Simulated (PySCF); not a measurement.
# The bond of LiBi+, level by level

The task here is to estimate one member of a computed series from the others.

Computed with PySCF 2.14.0. Level: Li cc-pVDZ, Bi cc-pVDZ-PP with ECP60, scalar-relativistic core potentials.

The first run:

The job is set up so:

| Property | Result |
| --- | --- |
| atoms | Li, Bi |
| charge | 1 |
| basis | Li cc-pVDZ, Bi cc-pVDZ-PP with ECP60 |
| Hamiltonian | scalar-relativistic core potentials |
| basis functions | 37 |
| electrons treated | 25 |
| masses in u | 7.0160, 208.9804 |
| levels | PBE0, PBE, r²SCAN, PW91, BP86, BHandHLYP, HF, MP2, SCS-MP2, CCSD, CCSD(T) |
| grid | 80 radial by 434 angular points |
| occupations | held fixed by the projection of orbital angular momentum |
| dissociation limit | Li+ + Bi, each in its ground configuration |
| starting distance in angstrom | 2.845 |
| values of 2S to try | 1, 3 |

Started as:

```sh
OMP_NUM_THREADS=1 python dia.py task.json out
```

Steps of the session up to this table: The job; The PBE0 curve of the state that the search chose; Other states along the same grid; PBE (GGA); r²SCAN; PW91; BP86 (GGA); BHandHLYP (global hybrid GGA); UHF; Correlated methods on the Hartree–Fock reference.

One of the session's tables, all rows but one given; the rest of the session is left out.

```
      level  Re (Å)  ωe (cm⁻¹)  De (eV)
        UHF   3.080      206.6    0.459
    UHF-MP2   3.037      218.1     0.51
UHF-SCS-MP2   3.040      216.8    0.499
   UHF-CCSD   3.036      219.5     0.52
UHF-CCSD(T)   3.033      221.0     0.52
        PBE   3.043      209.5     0.60
       PW91   3.034      211.8     0.61
       BP86   3.078      201.7     0.53
     r²SCAN   3.054      207.2     0.50
       PBE0       ?          ?        ?
  BHandHLYP   3.016      214.7     0.55
```

**Question.** Estimate the row for PBE0.

As computed: Re (Å): 3.026; ωe (cm⁻¹): 213.6; De (eV): 0.55. In the column «Re (Å)» it lies between BHandHLYP (3.016) and UHF-CCSD(T) (3.033).

De is counted to Li+ + Bi in their ground configurations.
